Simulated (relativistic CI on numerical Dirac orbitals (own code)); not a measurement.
# V⁴⁺: 3s photoemission with charge transfer

Wanted: the shape of the 3s photoemission spectrum of V⁴⁺ in a cubic metal-ligand cluster, for 5 values of Udd.

The numbers are computed with relativistic CI on numerical Dirac orbitals (own code) version 3 (charge-transfer multiplet model of a cubic metal-ligand cluster with up to 2 ligand holes, Slater and spin-orbit integrals from Dirac-Coulomb-Breit ions, Slater integrals scaled by 0.7), except any that are marked as measured or tabulated.

### Step 1. The atom as given

| Property | Result |
| --- | --- |
| ion | V⁴⁺ (V V) |
| nuclear charge | 23 |
| electrons | 19 |
| d electrons | 1 |
| ligand holes at most | 2 |
| parameters | in eV; Veg, Vt2g hoppings, tenDq and tenDqL metal and ligand splittings (negative tenDq: tetrahedral), red the scaling of hopping with a core hole |
| temperature | 300 K |
| widths | Lorentz 1.4 eV, Gauss 0.8 eV |

### Step 2. Udd = 6.1 eV

Settings of the run:

```ini
cluster ion=V4+ d1 ligand_holes=2 slater_scale=0.7
Delta=2.9 Udd=6.1 Upd=7.9 tenDq=1.35 tenDqL=0.4 Veg=1.5 Vt2g=-0.75 red=0.8
spectrum xps 3s T=300 lorentz=1.4 gauss=0.8
```

The run is started by

```console
$ python run_levels.py task.json out
```

One command runs all members of the session, one after another, from task.json.

### Step 3. Udd = 4.7 eV

Settings of the run:

```ini
cluster ion=V4+ d1 ligand_holes=2 slater_scale=0.7
Delta=2.9 Udd=4.7 Upd=7.9 tenDq=1.35 tenDqL=0.4 Veg=1.5 Vt2g=-0.75 red=0.8
spectrum xps 3s T=300 lorentz=1.4 gauss=0.8
```

### Step 4. Udd = 6.8 eV

Settings of the run:

```ini
cluster ion=V4+ d1 ligand_holes=2 slater_scale=0.7
Delta=2.9 Udd=6.8 Upd=7.9 tenDq=1.35 tenDqL=0.4 Veg=1.5 Vt2g=-0.75 red=0.8
spectrum xps 3s T=300 lorentz=1.4 gauss=0.8
```

### Step 5. Udd = 7.5 eV

Settings of the run:

```ini
cluster ion=V4+ d1 ligand_holes=2 slater_scale=0.7
Delta=2.9 Udd=7.5 Upd=7.9 tenDq=1.35 tenDqL=0.4 Veg=1.5 Vt2g=-0.75 red=0.8
spectrum xps 3s T=300 lorentz=1.4 gauss=0.8
```

### Step 6. Udd = 8.2 eV

Settings of the run:

```ini
cluster ion=V4+ d1 ligand_holes=2 slater_scale=0.7
Delta=2.9 Udd=8.2 Upd=7.9 tenDq=1.35 tenDqL=0.4 Veg=1.5 Vt2g=-0.75 red=0.8
spectrum xps 3s T=300 lorentz=1.4 gauss=0.8
```

(Steps that only read results are left out.)

**Question.** What will these runs give? Wanted: d count; ground spin.

**Answer**, as computed:

| run | d count | weight without ligand hole | ground S | up to four highest peaks (% of the highest), eV from the first main peak |
| --- | --- | --- | --- | --- |
| Udd = 6.1 eV | 1.45 | 0.59 | 0.50 | 0.0 (100), 3.4 (66), 10.4 (50), 14.8 (13) |
| Udd = 4.7 eV | 1.47 | 0.57 | 0.50 | 0.0 (100), 3.1 (76), 5.4 (72), 11.1 (61) |
| Udd = 6.8 eV | 1.44 | 0.59 | 0.50 | 0.0 (100), 3.5 (61), 8.3 (44), 10.2 (47) |
| Udd = 7.5 eV | 1.43 | 0.60 | 0.50 | 0.0 (100), 4.1 (58), 8.7 (44), 10.0 (44) |
| Udd = 8.2 eV | 1.42 | 0.60 | 0.50 | 0.0 (100), 4.2 (56), 8.9 (45) |

| quantity | value |
| --- | --- |
| d count | 1.42 to 1.47 |
| ground spin (effective S from ⟨S²⟩) | 0.50 |

**Reading.** From Udd = 4.7 eV to Udd = 8.2 eV the ground-state d count goes from 1.47 to 1.42. In the first run d1 holds 59 % of the ground state. The cluster parameters are drawn, not fitted to a compound. The exchange splitting of an s hole comes out too large without intra-shell correlation.
